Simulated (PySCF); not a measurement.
# [BiCl2]+: other functionals and bases at one geometry

The task here is to estimate one member of a computed series from the others.

Computed with PySCF 2.14.0. Level: several levels, as the steps say, no spin–orbit coupling.

1 further run of the same task is left out (for a known fault of the program).

## The system as given

3 atoms, charge 1, spin multiplicity 1.

Bond lengths: Bi1–Cl2 2.383 Å, Bi1–Cl3 2.383 Å. Angles: Cl2–Bi1–Cl3 99.7°.

As a file:

```xyz
3
charge 1, multiplicity 1
Bi    0.00000    0.00000   -0.60392
Cl    1.82178    0.00000    0.93239
Cl   -1.82178    0.00000    0.93239
```

Formal oxidation states: Bi +3. An earlier session relaxed this geometry at PBE0, Bi def2-SVP with ECP60, Cl def2-SVP (singlet, point group C2v).

At PBE0 on the finer grid: E = -1134.210303 Eh, HOMO -14.56 eV, LUMO -10.21 eV, Mulliken charge on Bi1 +1.21 e, largest force component 0.017 eV/Å. 

Levels to run: M06-L; CAM-B3LYP; PBE0, TZVP. Hardware: 2 threads of AMD EPYC 7R43 (Zen 3), shared host.

The first run:

File run.py (the lines that set the calculation):

```python
mol = gto.M(atom='''
Bi     0.00000     0.00000    -0.60392
Cl     1.82178     0.00000     0.93239
Cl    -1.82178     0.00000     0.93239''',
    basis={'Bi': 'def2-SVP', 'Cl': 'def2-SVP'},
    ecp={'Bi': 'def2-SVP'},
    charge=1, spin=0)
mf = dft.RKS(mol, xc='M06L')
mf.grids.atom_grid = (75, 302)
mf = mf.density_fit()  # fitting sets: Bi def2-universal-JKFIT, Cl def2-universal-JKFIT
mf.conv_tol = 1e-08; mf.max_cycle = 55
mf.kernel(dm0)  # dm0: the density of the relaxed state
```

Run with:

```
$ OMP_NUM_THREADS=2 python run.py
```

Among the steps run: M06-L; CAM-B3LYP; PBE0, TZVP.

One table of the session follows, with a row left open; its other results are not shown here.

| level | HOMO (eV) | gap (eV) | charge on Bi1 (e) | dipole (D) | largest force component (eV/Å) |
| --- | --- | --- | --- | --- | --- |
| PBE0 (relaxed here) | -14.56 | 4.35 | 1.21 | 2.71 | 0.02 |
| M06-L | -13.44 | 2.78 | 1.33 | 3.10 | 0.44 |
| CAM-B3LYP | -15.81 | 6.55 | 1.20 | 2.75 | 0.15 |
| PBE0, TZVP | ? | ? | ? | ? | ? |

Estimate the missing values for PBE0, TZVP.

As computed: HOMO (eV): -14.57; gap (eV): 4.42; charge on Bi1 (e): 1.24; dipole (D): 2.48; largest force component (eV/Å): 0.88. In the column «HOMO (eV)» it lies between CAM-B3LYP (-15.81) and PBE0 (relaxed here) (-14.56).

The dipole of a charged species depends on the origin, so these sizes hold for this origin alone.

In one basis the HOMO–LUMO gap runs from 2.78 eV (M06-L) to 6.55 eV (CAM-B3LYP). The largest leftover force, 0.88 eV/Å with PBE0, TZVP, stands at a geometry relaxed at another level. Total energies of different levels can't be compared.
